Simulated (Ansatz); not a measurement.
# AlV2C (P6_3/mmc) in Ansatz: a series of runs

The runs below take AlV2C through relaxation of cell and atoms, with LDA, PBE, PBEsol, RPBE.

Program: Ansatz 0.2.0. These are calculated values, not measurements. Logs are shortened: lines on timing, memory, paths and dates and some standing lists are left out, and cuts for length are marked.

### Step 1. The crystal as given

Symmetry: P6_3/mmc, No. 194, hexagonal system. Conventional cell: a = 2.888 Å, b = 2.888 Å, c = 13.105 Å, α = 90.00°, β = 90.00°, γ = 120.00°. V (site symmetry 3m) has 3 C at 2.02 Å as nearest neighbours. Al (site symmetry -6m2) is surrounded by 6 V at 2.72 Å and 6 Al at 2.89 Å. C (site symmetry -3m) is surrounded by 6 V at 2.02 Å.

The cell comes from a database or a generator and needn't be the stable form of this composition.

### Step 2. Relaxation of cell and atoms, LDA, collinear spin, ferromagnetic start

input.yaml

```yaml
crystal:
  lattice:
    - [2.8875990726, 0.0, 0.0]
    - [-1.4437995363, 2.5007341528, 0.0]
    - [0.0, 0.0, 13.10482311]
  atoms:
    - { symbol: V, position: [0.3333333333, 0.6666666667, 0.91361578], spin: 2.0 }
    - { symbol: V, position: [0.6666666667, 0.3333333333, 0.08638422], spin: 2.0 }
    - { symbol: V, position: [0.6666666667, 0.3333333333, 0.41361578], spin: 2.0 }
    - { symbol: V, position: [0.3333333333, 0.6666666667, 0.58638422], spin: 2.0 }
    - { symbol: Al, position: [0.6666666667, 0.3333333333, 0.75] }
    - { symbol: Al, position: [0.3333333333, 0.6666666667, 0.25] }
    - { symbol: C, position: [0.0, 0.0, 0.5] }
    - { symbol: C, position: [0.0, 0.0, 0.0] }
hamiltonian:
  xc: lda
  pseudopotentials: { kind: paw }
magnetization:
  spin_polarized: true
kpoints:
  mp_grid: { grid: [11, 11, 2] }
scf:
  occupations: { method: fermi_dirac, width: 0.05 }
output:
  forces: true
  stress: true
  eigenvalues: true
  write_density: true
  write_potential: true
  elf: true
  volumetric_format: npy
relax:
  f_tol: 0.01
  max_steps: 40
  cell: { stress_tol: 0.05 }
```

Potentials or basis: Ansatz PAW.

The run is started by

```console
$ ansatz run input.yaml --threads 4 --pin off --max-ram 11264MiB --backend cpu --events-out ev --progress --plain --runs-dir out
```

What it wrote:

```text
Warning: RAYON_NUM_THREADS=4 ignored (pool sized by the plan → 4); use --threads N
Engine: ansatz 0.2.0, aarch64-unknown-linux-gnu
Pseudopotentials: kind: paw
Pseudopotential: V, paw, valence charge 13, recommended cutoff 420 eV (normal), V.paw.azcp
Pseudopotential: Al, paw, valence charge 3, recommended cutoff 420 eV (normal), Al.paw.azcp
Pseudopotential: C, paw, valence charge 4, recommended cutoff 420 eV (normal), C.paw.azcp
Functional definition: SPW92
  exchange = slater_x
  correlation = pw_c
Crystal: 8 atoms, lattice volume = 94.631 Å³
Basis set: ecut = 420 eV, 1855 PW (Γ)
Bands: 45, of which v1, the nominal top of the filled ones, is band 33 counted from 1 (32 counted from 0)
Symmetry: 24 space group operations
Space group: P63/mmc (ITA 194), of the structure as read, at distance tolerance 4.6e-5 Å
Magnetic group: BNS 194.263 (UNI 1493), of the structure as read, at distance tolerance 4.6e-5 Å
k-points: 32 of 242
Non-local potential: V, projectors of the file, l = 0: 3, l = 1: 2, l = 2: 3, l = 3: 1
Non-local potential: Al, projectors of the file, l = 0: 2, l = 1: 2, l = 2: 1
Non-local potential: C, projectors of the file, l = 0: 2, l = 1: 2, l = 2: 1
PAW form: soft (Blöchl's): semilocal exchange-correlation on the pseudo side does not see the compensation charge
PAW frozen core: V, regenerated for the run's functional, and the local potential with it (the file was generated under x = pbe(κ = 0.804, μ = 0.2195149727645171), c = pbe(β = 0.06672455060314922))
PAW frozen core: Al, regenerated for the run's functional, and the local potential with it (the file was generated under x = pbe(κ = 0.804, μ = 0.2195149727645171), c = pbe(β = 0.06672455060314922))
PAW frozen core: C, regenerated for the run's functional, and the local potential with it (the file was generated under x = pbe(κ = 0.804, μ = 0.2195149727645171), c = pbe(β = 0.06672455060314922))
PAW one-centre angular grid: V, 590 points (default); XC on 64 Gauss nodes
PAW one-centre angular grid: Al, 110 points (default); XC on 64 Gauss nodes
PAW one-centre angular grid: C, 110 points (default); XC on 64 Gauss nodes
Initial density: superposition of atomic densities (chi_scale 0.1, normalization cell, long waves kept (reshape's long-wave potential 0.18 eV rms))
Starting moments: Σ|m| = 8 μB on 4 of 8 sites
Initial wavefunctions: pseudopotential atomic-orbital guess
Functional: x = slater, c = lda
SCF iter   1: F=—  HF=-12957.856084 eV  |F-HF|=—  |Δ(HF+E_count)|=         —  Δρ=9.08e-2 (↑9.08e-2 ↓5.23e-2)  dr2=1.25e1  dr2_m=2.76e0  M=3.649 μB ∫|m|=4.319 μB  β_m=0.30  ethr=3.10e-3  ⟨swp⟩=6.0  Hψ=9874  notcnv=0
Mixer restart at iter 1: flushing history
[... 121 lines left out ...]
  E_kinetic    = 1585.145913
  E_local      = -6464.422168  (includes V_loc(G=0)·N_el)
  E_nonlocal   = -90.183963
  E_hartree    = 3005.798398
  E_xc         = -699.706010
  E_vxc        = -847.506581  (∫ρ·V_xc dr)
  E_paw        = -5315.507114  (= ΣΔE_a)
  E_vpaw       = -815.863031  (= ΣTr[D̂ρ^β])
  E_aug_tail   = 0.001007  (compensation charges beyond the density's cutoff)
  E_ewald      = -4980.944702
  E_core_change = 1.621697  (= ΣΔE_core)
  E_smearing   = -0.029296  (= −TS)
  E_closure    = -0.000000  (closes the sum)
  Σ components = -12958.226239   (vs F -12958.226239, Δ=0.00e0)
--- Forces (eV/Å), atoms counted from 1 ---
  atom   1  V     -0.00000000    -0.00000000    -0.00013458
  atom   2  V     -0.00000000     0.00000000     0.00013458
  atom   3  V     -0.00000000     0.00000000    -0.00013458
  atom   4  V      0.00000000    -0.00000000     0.00013458
  atom   5  Al     0.00000000     0.00000000     0.00000000
  atom   6  Al     0.00000000    -0.00000000     0.00000000
  atom   7  C     -0.00000000     0.00000000     0.00000000
  atom   8  C     -0.00000000    -0.00000000     0.00000000
  max |Σ_I F_I| component: 6.94e-18 eV/Å
--- Stress (GPa, compression-positive) ---
       -0.000380       0.000000       0.000000
        0.000000      -0.000380       0.000000
        0.000000       0.000000       0.002515
  P = ⅓ Tr σ = 0.0006 GPa (0.006 kbar)
--- Band table (eV; the first three rows and the last of 64) ---
  k-point 0 ↑: bands = ["-49.4359", "-49.4358", "-49.3597", "-49.3596", "-23.8594", "-23.8565", "-23.4531", "-23.4500", "-23.3996", "-23.3996", "-23.3996", "-23.3996", "-23.3527", "-23.3527", "-23.3526", "-23.3526", "1.6693", "1.7828", "5.0914", "5.7585", "7.5266", "8.5313", "10.8447", "10.8447", "10.8474", "10.8474", "11.3723", "12.1314", "13.2763", "13.5770", "13.9293", "13.9293", "13.9466", "13.9466", "14.8662", "14.8662", "14.9057", "14.9057", "15.6848", "15.6848", "15.7411", "15.7411", "17.6827", "18.0722", "19.6039"]
  k-point 1 ↑: bands = ["-49.4358", "-49.4358", "-49.3596", "-49.3596", "-23.8580", "-23.8580", "-23.4515", "-23.4515", "-23.3996", "-23.3996", "-23.3996", "-23.3996", "-23.3527", "-23.3527", "-23.3527", "-23.3527", "1.7240", "1.7240", "5.3800", "5.3800", "8.0508", "8.0508", "10.8460", "10.8460", "10.8460", "10.8460", "11.7511", "11.7511", "13.4521", "13.4521", "13.9379", "13.9379", "13.9379", "13.9379", "14.8853", "14.8853", "14.8853", "14.8853", "15.7135", "15.7135", "15.7135", "15.7135", "17.8477", "17.8477", "20.0649"]
  k-point 2 ↑: bands = ["-49.4295", "-49.4294", "-49.3560", "-49.3559", "-23.8501", "-23.8473", "-23.4731", "-23.4709", "-23.4176", "-23.4167", "-23.4118", "-23.4117", "-23.3822", "-23.3821", "-23.3564", "-23.3564", "1.8135", "1.9159", "5.2880", "5.8937", "7.7411", "8.6959", "10.3831", "10.6215", "10.8720", "10.8749", "11.6616", "12.1001", "13.2734", "13.6348", "13.7055", "13.7538", "14.0517", "14.0731", "14.5739", "14.8069", "14.8084", "14.8504", "15.7406", "15.7545", "15.8141", "15.8618", "17.7913", "18.3455", "19.7550"]
  k-point 31 ↓: bands = ["-49.3313", "-49.3313", "-49.3233", "-49.3233", "-23.7967", "-23.7967", "-23.7588", "-23.7588", "-23.7087", "-23.7087", "-23.6017", "-23.6017", "-23.4924", "-23.4924", "-23.4741", "-23.4741", "3.7562", "3.7562", "8.7850", "8.7850", "9.3173", "9.3173", "10.2962", "10.2962", "11.1853", "11.1853", "11.6575", "11.6575", "12.3502", "12.3502", "12.7271", "12.7271", "13.5329", "13.5329", "15.3005", "15.3005", "15.7719", "15.7719", "16.4661", "16.4661", "16.5079", "16.5079", "16.8721", "16.8721", "18.3893"]
--- Relaxed structure (5 steps of the walk, 5 accepted, 2 SCFs on fresh bases) ---
  F+E_penalty+E_count = -12958.22623854 eV   max|allowed force component| = 1.346e-4 eV/Å   (the final SCF, on the basis selected at the relaxed cell)
  cell:  # Å, volume = 91.1192 Å³
    - [2.8558759152547433, -9.152929458791393e-35, 0.0]
    - [-1.4279379576273716, 2.473261092666742, 0.0]
    - [0.0, 0.0, 12.90032030117061]
  atoms:
    - { symbol: V, position: [0.3333333333333333, 0.6666666666666666, 0.9143820175388184] }
    - { symbol: V, position: [0.6666666666666666, 0.3333333333333333, 0.08561798246118128] }
    - { symbol: V, position: [0.6666666666666666, 0.3333333333333333, 0.4143820175388186] }
    - { symbol: V, position: [0.3333333333333333, 0.6666666666666666, 0.5856179824611811] }
    - { symbol: Al, position: [0.6666666666666666, 0.3333333333333333, 0.7499999999999999] }
    - { symbol: Al, position: [0.3333333333333333, 0.6666666666666666, 0.24999999999999997] }
    - { symbol: C, position: [9.642948847169878e-34, -8.985034518478444e-35, 0.49999999999999994] }
    - { symbol: C, position: [9.746586280874295e-34, -1.010816383328825e-34, -2.8956572491265466e-20] }
```

rho_z.tsv:

```text
# z_ang	rho[e/angstrom^3]	rho_spin[e/angstrom^3]
# format = ansatz-planar-average/11
# lattice	2.855875915	-0.000000000	0.000000000
# lattice	-1.427937958	2.473261093	0.000000000
# lattice	0.000000000	0.000000000	12.900320301
# sites	8
# site	23	0.000000000	1.648840728	11.795820904
# site	23	1.427937958	0.824420364	1.104499397
# site	23	1.427937958	0.824420364	5.345660753
# site	23	0.000000000	1.648840728	7.554659548
# site	13	1.427937958	0.824420364	9.675240226
# site	13	-0.000000000	1.648840728	3.225080075
# site	6	0.000000000	-0.000000000	6.450160151
# site	6	0.000000000	-0.000000000	-0.000000000
0.000000	6.729463e-1	-9.689105e-9
0.143337	6.700858e-1	-8.904591e-9
0.286674	6.717828e-1	-6.765978e-9
0.430011	7.252131e-1	-3.638210e-9
0.573348	8.990366e-1	1.071069e-10
0.716684	1.213712e0	3.801338e-9
[... 82 lines left out ...]
12.613647	6.717828e-1	-6.765978e-9
12.756983	6.700858e-1	-8.904591e-9
```

Wall time 31 s (4 threads of Arm Neoverse V2, shared host); peak memory 0.57 GiB.

Results:

```yaml
Free_energy: -12958.2262 eV
Relaxed_volume: 11.39 Å³/atom
Relaxed_cell: a = 2.856 Å, b = 2.856 Å, c = 12.900 Å, α = 90.00°, β = 90.00°, γ = 120.00°
Space_group_after_relaxing_to_0.05_Å: P6_3/mmc (No. 194)
Energy_gained_by_relaxing: 14.3 meV/atom
Ionic_steps: 7
Pressure_after_relaxing: 0.0 GPa
Band_gap_on_the_k_mesh: none (metal or under the smearing width)
Net_moment: 0.00 μB per cell
Absolute_moment: 0.00 μB per cell
```

The path:
| step | energy change (eV) | largest force (eV/Å) | volume (Å³) |
| --- | --- | --- | --- |
| 1 | 0.0000 | 0.6553 | 94.63 |
| 2 | -0.1085 | 0.3465 | 91.30 |
| 3 | -0.1181 | 0.0028 | 91.11 |
| 4 | -0.1181 | 0.0003 | 91.15 |
| 5 | -0.1142 | 0.0008 | 91.15 |
| 6 | -0.1142 | 0.0001 | 91.12 |
| 7 | -0.1142 | 0.0001 | 91.12 |

Final structure:
```
CELL_PARAMETERS angstrom
2.85588 0.00000 0.00000
-1.42794 2.47326 0.00000
0.00000 0.00000 12.90032
ATOMIC_POSITIONS crystal
V 0.33333 0.66667 0.91438
V 0.66667 0.33333 0.08562
V 0.66667 0.33333 0.41438
V 0.33333 0.66667 0.58562
Al 0.66667 0.33333 0.75000
Al 0.33333 0.66667 0.25000
C 0.00000 0.00000 0.50000
C 0.00000 0.00000 0.00000
```

Levels at points of the mesh, in eV from the Fermi level:
Spin up:
```tsv
k point	band 29	band 30	band 31	band 32	band 33	band 34	band 35	band 36	band 37	band 38
(0.00, 0.00, 0.00)	-0.95	-0.65	-0.30	-0.30	-0.28	-0.28	0.64	0.64	0.68	0.68
(0.00, 0.00, -0.50)	-0.78	-0.78	-0.29	-0.29	-0.29	-0.29	0.66	0.66	0.66	0.66
```
Spin down:
```
            k point  band 31  band 32  band 33  band 34  band 35  band 36
 (0.00, 0.00, 0.00)    -0.30    -0.30    -0.28    -0.28     0.64     0.64
(0.00, 0.00, -0.50)    -0.29    -0.29    -0.29    -0.29     0.66     0.66
```

Caveat: the plane-wave basis is chosen anew once the cell has moved, so the energies of steps on either side of that aren't comparable; the PAW data sets come from PBE, with cores solved anew for the run's functional, which leaves a small shift of forces and pressure; the starting moments weren't kept.

### Step 3. Relaxation of cell and atoms, PBE, collinear spin, ferromagnetic start

input.yaml, as its differences from that of step 2:

```diff
@@ -15,3 +15,3 @@
 hamiltonian:
-  xc: lda
+  xc: pbe
   pseudopotentials: { kind: paw }
@@ -27,6 +27,2 @@
   eigenvalues: true
-  write_density: true
-  write_potential: true
-  elf: true
-  volumetric_format: npy
 relax:
```

Potentials or basis: Ansatz PAW.

The run is started by

```console
$ ansatz run input.yaml --threads 4 --pin off --max-ram 11264MiB --backend cpu --events-out ev --progress --plain --runs-dir out
```

What it wrote:

```text
Warning: RAYON_NUM_THREADS=4 ignored (pool sized by the plan → 4); use --threads N
Engine: ansatz 0.2.0, aarch64-unknown-linux-gnu
Pseudopotentials: kind: paw
Pseudopotential: V, paw, valence charge 13, recommended cutoff 420 eV (normal), V.paw.azcp
Pseudopotential: Al, paw, valence charge 3, recommended cutoff 420 eV (normal), Al.paw.azcp
Pseudopotential: C, paw, valence charge 4, recommended cutoff 420 eV (normal), C.paw.azcp
Functional definition: PBE
  parameter kappa = 0.804
  parameter beta = 0.06672455060314922
  exchange = pbe_x(kappa = kappa, mu = beta*pi^2/3)
  correlation = pbe_c(beta = beta)
Crystal: 8 atoms, lattice volume = 94.631 Å³
Basis set: ecut = 420 eV, 1855 PW (Γ), exchange–correlation on 40×40×180 points (8 copies of the dense FFT grid, shifted against one another)
[... 133 lines left out ...]
  k-point 1 ↑: bands = ["-50.6674", "-50.6674", "-50.6078", "-50.6078", "-24.7083", "-24.7083", "-24.3718", "-24.3718", "-24.3339", "-24.3339", "-24.3339", "-24.3339", "-24.2938", "-24.2938", "-24.2938", "-24.2938", "1.1620", "1.1620", "4.9912", "4.9912", "7.6822", "7.6822", "10.4517", "10.4517", "10.4517", "10.4517", "11.1889", "11.1889", "12.9913", "12.9913", "13.4444", "13.4444", "13.4444", "13.4444", "14.3000", "14.3000", "14.3000", "14.3000", "15.0955", "15.0955", "15.0955", "15.0955", "17.0872", "17.0872", "19.2146"]
  k-point 2 ↑: bands = ["-50.6625", "-50.6625", "-50.6050", "-50.6050", "-24.7017", "-24.6998", "-24.3912", "-24.3897", "-24.3464", "-24.3457", "-24.3437", "-24.3437", "-24.3178", "-24.3177", "-24.2970", "-24.2970", "1.2537", "1.3323", "4.9227", "5.4682", "7.3657", "8.3453", "9.9607", "10.2264", "10.4723", "10.4749", "11.0886", "11.5911", "12.8162", "13.1629", "13.2255", "13.2703", "13.5502", "13.5697", "14.0165", "14.2305", "14.2320", "14.2705", "15.1187", "15.1323", "15.1848", "15.2238", "17.0185", "17.5751", "18.8888"]
  k-point 31 ↓: bands = ["-50.5868", "-50.5868", "-50.5806", "-50.5806", "-24.6572", "-24.6572", "-24.6266", "-24.6266", "-24.5856", "-24.5856", "-24.4961", "-24.4961", "-24.4075", "-24.4075", "-24.3926", "-24.3926", "3.1226", "3.1226", "8.3861", "8.3861", "8.9299", "8.9299", "9.8618", "9.8618", "10.7069", "10.7069", "11.1987", "11.1987", "11.8930", "11.8930", "12.2248", "12.2248", "13.0541", "13.0541", "14.6829", "14.6829", "15.1210", "15.1210", "15.7692", "15.7692", "15.8290", "15.8290", "16.1568", "16.1568", "17.5126"]
--- Relaxed structure (3 steps of the walk, 3 accepted, 1 SCFs on fresh bases) ---
  F+E_penalty+E_count = -13230.78878600 eV   max|allowed force component| = 9.341e-5 eV/Å   (the final SCF, on the basis selected at the relaxed cell)
  cell:  # Å, volume = 95.9434 Å³
    - [2.904223385120962, -8.13593729670346e-35, 0.0]
    - [-1.452111692560481, 2.5151312297795902, 0.0]
    - [0.0, 0.0, 13.134831091510671]
  atoms:
    - { symbol: V, position: [0.33333333333333326, 0.6666666666666665, 0.914688486935792] }
    - { symbol: V, position: [0.6666666666666666, 0.33333333333333326, 0.085311513064208] }
    - { symbol: V, position: [0.6666666666666666, 0.33333333333333326, 0.4146884869357922] }
    - { symbol: V, position: [0.33333333333333326, 0.6666666666666665, 0.585311513064208] }
    - { symbol: Al, position: [0.6666666666666666, 0.33333333333333326, 0.7500000000000001] }
    - { symbol: Al, position: [0.33333333333333326, 0.6666666666666665, 0.25000000000000006] }
    - { symbol: C, position: [-2.077766042655246e-33, -4.813411349184873e-35, 0.5000000000000001] }
    - { symbol: C, position: [-2.055533847949867e-33, -4.813411349184873e-35, 1.6546612852151725e-20] }
```

Wall time 19 s (4 threads of Arm Neoverse V2, shared host); peak memory 0.58 GiB.

Results:

| Quantity | Value |
| --- | --- |
| Free energy | -13230.7888 eV |
| Relaxed volume | 11.99 Å³/atom |
| Relaxed cell | a = 2.904 Å, b = 2.904 Å, c = 13.135 Å, α = 90.00°, β = 90.00°, γ = 120.00° |
| Space group after relaxing (to 0.05 Å) | P6_3/mmc (No. 194) |
| Energy gained by relaxing | 1.8 meV/atom |
| Ionic steps | 4 |
| Pressure after relaxing | 0.0 GPa |
| Band gap on the k mesh | none (metal or under the smearing width) |
| Net moment | 0.00 μB per cell |
| Absolute moment | 0.00 μB per cell |

Step by step:
```
step  energy change (eV)  largest force (eV/Å)  volume (Å³)
   1              0.0000                0.2091        94.63
   2             -0.0114                0.0371        96.20
   3             -0.0123                0.0001        95.94
   4             -0.0140                0.0001        95.94
```

Final structure:
```
V Al C
1.0
     2.90422    0.00000    0.00000
    -1.45211    2.51513    0.00000
     0.00000    0.00000   13.13483
V Al C
4 2 2
Direct
  0.33333 0.66667 0.91469
  0.66667 0.33333 0.08531
  0.66667 0.33333 0.41469
  0.33333 0.66667 0.58531
  0.66667 0.33333 0.75000
  0.33333 0.66667 0.25000
  0.00000 0.00000 0.50000
  0.00000 0.00000 0.00000
```

Levels at points of the mesh, in eV from the Fermi level:
Spin up:
```
            k point  band 31  band 32  band 33  band 34  band 35  band 36
 (0.00, 0.00, 0.00)    -0.27    -0.27    -0.25    -0.25     0.58     0.58
(0.00, 0.00, -0.50)    -0.26    -0.26    -0.26    -0.26     0.59     0.59
```
Spin down:
```tsv
k point	band 30	band 31	band 32	band 33	band 34	band 35	band 36	band 37
(0.00, 0.00, 0.00)	-0.59	-0.27	-0.27	-0.25	-0.25	0.58	0.58	0.61
(0.00, 0.00, -0.50)	-0.71	-0.26	-0.26	-0.26	-0.26	0.59	0.59	0.59
```

Caveat: the plane-wave basis is chosen anew once the cell has moved, so the energies of steps on either side of that aren't comparable; the starting moments weren't kept.

### Step 4. Relaxation of cell and atoms, PBEsol, collinear spin, ferromagnetic start

input.yaml, as its differences from that of step 3:

```diff
@@ -15,3 +15,3 @@
 hamiltonian:
-  xc: pbe
+  xc: pbesol
   pseudopotentials: { kind: paw }
@@ -27,2 +27,6 @@
   eigenvalues: true
+  write_density: true
+  write_potential: true
+  elf: true
+  volumetric_format: npy
 relax:
```

The run is started by

```console
$ ansatz run input.yaml --threads 4 --pin off --max-ram 11264MiB --backend cpu --events-out ev --progress --plain --runs-dir out
```

It took 24 s on 4 threads of Arm Neoverse V2, shared host; peak memory 0.59 GiB.

It converged, with:

| Property | Result |
| --- | --- |
| Free energy | -13088.2477 eV |
| Relaxed volume | 11.67 Å³/atom |
| Relaxed cell | a = 2.877 Å, b = 2.877 Å, c = 13.026 Å, α = 90.00°, β = 90.00°, γ = 120.00° |
| Space group after relaxing (to 0.05 Å) | P6_3/mmc (No. 194) |
| Energy gained by relaxing | 3.6 meV/atom |
| Ionic steps | 5 |
| Pressure after relaxing | 0.0 GPa |
| Band gap on the k mesh | none (metal or under the smearing width) |
| Net moment | 0.00 μB per cell |
| Absolute moment | 0.00 μB per cell |

The path:
```tsv
step	energy change (eV)	largest force (eV/Å)	volume (Å³)
1	0.0000	0.4771	94.63
2	-0.0273	0.1671	93.62
3	-0.0302	0.0118	93.37
4	-0.0303	0.0002	93.36
5	-0.0290	0.0001	93.36
```

Final structure:
```
CELL_PARAMETERS angstrom
2.87679 0.00000 0.00000
-1.43840 2.49138 0.00000
0.00000 0.00000 13.02567
ATOMIC_POSITIONS crystal
V 0.33333 0.66667 0.91464
V 0.66667 0.33333 0.08536
V 0.66667 0.33333 0.41464
V 0.33333 0.66667 0.58536
Al 0.66667 0.33333 0.75000
Al 0.33333 0.66667 0.25000
C 0.00000 0.00000 0.50000
C 0.00000 0.00000 0.00000
```

Levels at points of the mesh, in eV from the Fermi level:
Spin up:
```tsv
k point	band 30	band 31	band 32	band 33	band 34	band 35	band 36	band 37
(0.00, 0.00, 0.00)	-0.64	-0.29	-0.29	-0.27	-0.27	0.62	0.62	0.65
(0.00, 0.00, -0.50)	-0.76	-0.28	-0.28	-0.28	-0.28	0.63	0.63	0.63
```
Spin down:
| k point | band 31 | band 32 | band 33 | band 34 | band 35 | band 36 |
| --- | --- | --- | --- | --- | --- | --- |
| (0.00, 0.00, 0.00) | -0.29 | -0.29 | -0.27 | -0.27 | 0.62 | 0.62 |
| (0.00, 0.00, -0.50) | -0.28 | -0.28 | -0.28 | -0.28 | 0.63 | 0.63 |

Caveat: the plane-wave basis is chosen anew once the cell has moved, so the energies of steps on either side of that aren't comparable; the PAW data sets come from PBE, with cores solved anew for the run's functional, which leaves a small shift of forces and pressure; the starting moments weren't kept.

[end of part 1 of 2]
